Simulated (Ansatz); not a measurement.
# ScInS3: the cost of one run

Computed with Ansatz 0.2.0 (DFT PBE, scalar-relativistic, plane waves, PAW, unless a step's input says otherwise).

**1. The structure to begin with**

The structure is cubic, space group Pm-3m (No. 221). The conventional cell has a = 4.951 Å, b = 4.951 Å, c = 4.951 Å, α = 90.00°, β = 90.00°, γ = 90.00°. Sc (site symmetry m-3m) has 12 S at 3.50 Å as nearest neighbours. In (site symmetry m-3m) is surrounded by 6 S at 2.48 Å. S (site symmetry 4/mmm) has 2 In at 2.48 Å and 4 Sc at 3.50 Å as nearest neighbours.

Coordinates:

```
Sc In S
1.0
     4.95123    0.00000    0.00000
     0.00000    4.95123    0.00000
     0.00000    0.00000    4.95123
Sc In S
1 1 3
Direct
  0.00000 0.00000 0.00000
  0.50000 0.50000 0.50000
  0.00000 0.50000 0.50000
  0.50000 0.00000 0.50000
  0.50000 0.50000 0.00000
```

A structure generator made this guess: species swapped into a database cell of Ca3GeN (Pm-3m, No. 221), with S on the Ca sites, Sc on the Ge sites and In on the N sites. The dimensions are guesses.

**2. A first look at the guess**

input.yaml

```yaml
crystal:
  lattice:
    - [4.95123181, 0.0, 0.0]
    - [0.0, 4.95123181, 0.0]
    - [0.0, 0.0, 4.95123181]
  atoms:
    - { symbol: Sc, position: [0.0, 0.0, 0.0] }
    - { symbol: In, position: [0.5, 0.5, 0.5] }
    - { symbol: S, position: [0.0, 0.5, 0.5] }
    - { symbol: S, position: [0.5, 0.0, 0.5] }
    - { symbol: S, position: [0.5, 0.5, 0.0] }
basis:
  ecutwfc: 420
kpoints:
  mp_grid: { grid: [4, 4, 4] }
hamiltonian:
  xc: pbe
scf:
  occupations: { method: gaussian, width: 0.1 }
  lower_state_search: "off"
output:
  forces: true
  stress: true
  eigenvalues: true
```

Launch:

```bash
> ansatz run input.yaml --threads 1 --pin off --max-ram 2560MiB --backend cpu --events-out ev --progress --plain --runs-dir out
```

**Question.** How long does this run take on 1 thread of Intel Xeon at 2.50GHz (Skylake/Cascade Lake), shared host, and how much memory does it need?

About 6.7 s, with a peak of 0.41 GiB.
